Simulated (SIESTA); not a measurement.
## BiTe under changes of volume

One of the cells (34.399 Å³/atom); the others are scaled copies at fixed shape and fractional positions:

```
Bi Te
1.0
     2.43875    1.40801    3.33926
    -2.43875    1.40801    3.33926
     0.00000   -2.81603    3.33926
Bi Te
1 1
Cartesian
  0.0000 0.0000 5.0089
  0.0000 0.0000 0.0000
```

The cell comes from a database or a generator and needn't be the stable form of this composition.

| Property | Result |
| --- | --- |
| Program | SIESTA 5.4.2 |
| Functional | PBE |
| Potentials or basis | PseudoDojo 0.4 standard (PBE files) |
| Basis | DZP (energy shift 0.003 Ry; two zetas on semicore shells) |
| Grid cutoff | 500 Ry |
| Energy shift | 0.003 Ry |
| k mesh | 7 × 7 × 7 |
| Occupations | fermi-dirac, width 0.05 eV |
| Spin | no spin polarisation |

```csv
volume (Å³/atom),energy over the lowest point (meV/atom),pressure (GPa)
31.701,36.21,4.6
32.376,19.66,3.3
33.050,?,?
34.399,0.00,0.0
35.074,1.87,-0.9
35.748,7.16,-1.6
```

What does the run at 33.050 Å³/atom give?

Energy over the lowest point 8.62 meV/atom; pressure 2.0 GPa.

Worked out: A Birch-Murnaghan fit of order 3 (a polynomial in V^(-2/3)) to the other rows has its minimum at 34.41 Å³/atom with B0 = V·E''(V) = 47 GPa and B' = 4.4 at fixed shape and positions, which overstates the stiffness. It gives 8.47 meV/atom at 33.050 Å³/atom, against the run's 8.62, and -dE/dV = 2.1 GPa, against 2.0.

Energies are extrapolated to zero smearing.

Caveats: the basis of atomic orbitals isn't converged, which shifts pressures, moduli and gaps.
